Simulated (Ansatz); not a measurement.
# Sn2Sb: one candidate structure

Aim: relax Sn2Sb from this start, 3R molybdenite type (R3m, No. 160), and see where it ends.

Computed with Ansatz 0.2.0 (DFT PBE, scalar-relativistic, plane waves, PAW, unless a step's input says otherwise).

**1. Starting point**

It takes space group R3m (No. 160, trigonal). Conventional cell: a = 3.535 Å, b = 3.535 Å, c = 20.530 Å, α = 90.00°, β = 90.00°, γ = 120.00°. Sn (site symmetry 3m) has 3 Sb at 2.64 Å as nearest neighbours. Around Sb (site symmetry 3m) lie 6 Sn at 2.64 Å.

Coordinates:

```cif
data_structure
_symmetry_space_group_name_H-M 'R3m:H'
_symmetry_Int_Tables_number 160
_cell_length_a 3.5349
_cell_length_b 3.5349
_cell_length_c 20.5300
_cell_angle_alpha 90.000
_cell_angle_beta 90.000
_cell_angle_gamma 120.000
_cell_volume 222.17
loop_
_atom_site_label
_atom_site_type_symbol
_atom_site_symmetry_multiplicity
_atom_site_Wyckoff_symbol
_atom_site_fract_x
_atom_site_fract_y
_atom_site_fract_z
_atom_site_occupancy
Sn1 Sn 3 a 0.66667 0.33333 0.08173 1
Sn2 Sn 3 a 0.33333 0.66667 0.25157 1
Sb1 Sb 3 a 0.00000 0.00000 0.00000 1
```

(A quick probe on a coarse mesh, which set the mesh and smearing, is not shown.)

**3. Coarse relaxation**

The input, input.yaml:

```yaml
crystal:
  lattice:
    - [1.7674579377, 1.0204423161, 6.8433296059]
    - [-1.7674579377, 1.0204423161, 6.8433296059]
    - [0.0, -2.0408846321, 6.8433296059]
  atoms:
    - { symbol: Sn, position: [0.7484, 0.7484, 0.7484] }
    - { symbol: Sn, position: [0.5849, 0.5849, 0.5849] }
    - { symbol: Sb, position: [0.0, 0.0, 0.0] }
basis:
  ecutwfc: 420
kpoints:
  mp_grid: { grid: [6, 6, 6] }
hamiltonian:
  xc: pbe
scf:
  occupations: { method: gaussian, width: 0.1 }
  lower_state_search: "off"
output:
  forces: true
  stress: true
  eigenvalues: true
relax:
  adjacent_minimum: "off"
  f_tol: 0.04
  max_steps: 70
  cell: { stress_tol: 0.4 }
```

The run is started by

```bash
ansatz run input.yaml --threads 1 --pin off --max-ram 2560MiB --backend cpu --events-out ev --progress --plain --runs-dir out
```

Further runs follow: full relaxation.

**Question.** What will these runs give?

The runs gave:

Formation energies count from the elements, computed with the same settings in runs not shown here.

| quantity | value |
| --- | --- |
| cell (conventional) | a = 4.234 Å, b = 4.234 Å, c = 17.621 Å, α = 90.00°, β = 90.00°, γ = 120.00° |
| space group | R3m (No. 160) |
| volume | 30.39 Å³/atom |
| gap on the mesh | none (metal) |
| formation energy from the elements | +0.073 eV/atom |

What this shows: The space group stayed R3m, and from the first guess the volume went from 24.69 to 30.39 Å³/atom. The formation energy of +0.07 eV/atom is positive, so the elements lie lower than this structure; another structure of the compound can lie lower. The runs treat Sb without spin-orbit coupling.
